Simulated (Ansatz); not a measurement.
Working through a relaxed scan of one distance of ClFSb, SMILES [F][Sb][Cl]

With Ansatz 0.2.0 through its Python package.

`clfsb.xyz`
```text
3

F    -0.81460    1.22860   -0.31480
Sb   -0.64850   -0.71310   -0.39640
Cl    1.45220   -0.58030    0.69800
```

The cells in order, each with its output:

In [1]:
```python
import ansatz
import numpy as np

system = ansatz.Crystal.molecule_from_extxyz("clfsb.xyz")
```

In [2]:
```python
model = system.calculation()
model = model.basis(gaussian="def2-SVP")
model = model.functional("HF")
model = model.spin("collinear", total=1)
symbols = [site.symbol for site in system.cartesian_sites]
pairs = [(0, 1), (1, 2)]
print("held (A)   E (eV)        ", "  ".join(f"{symbols[i]}{i}-{symbols[j]}{j}" for i, j in pairs))
for length in [2.18, 2.37, 2.56, 2.85, 3.2]:
    summary = model.relax(constraints=[ansatz.DistanceConstraint((1, 2), at=length)], force_tolerance=0.02, max_steps=60).run(threads=1).report
    xyz = np.array(summary["positions_ang"])
    print(f"{length:6.2f} {summary['free_energy_ev']:14.5f}  ", "  ".join(f"{np.linalg.norm(xyz[i] - xyz[j]):.3f}" for i, j in pairs))
```
```text
held (A)   E (eV)         F0-Sb1  Sb1-Cl2
DeckWarning: relax.constraints: the input's atoms, or those drawn, lie off the distances that are held; a relaxation that starts there is brought onto them ahead of its first SCF, by positions alone, an atom by 9.62e-2 Å at the most. With the symmetry detection on, the symmetry is detected on the input's atoms as so brought (as typed, where only the drawn atoms reach the distances), and notices that speak of the structure as typed mean those atoms
  2.18   -21714.77623   1.924  2.180
  2.37   -21715.10819   1.917  2.370
  2.56   -21714.88837   1.911  2.560
  2.85   -21714.15426   1.906  2.850
  3.20   -21713.52043   1.919  3.200
```

Total energies depend on the basis set; only differences at equal settings carry meaning. Warnings are shown shortened and without file and line. The energies are electronic: no zero-point or thermal terms, and the basis set is short of its limit. def2 sets replace the cores of elements past krypton by effective core potentials. The species is open-shell (spin multiplicity 2). The expectation value of S² is noticeably off S(S+1) in at least one run, so that state is spin-contaminated. Hardware and time: 43 s on 1 thread of Arm Neoverse V2 (shared host), peak memory 0.24 GiB.
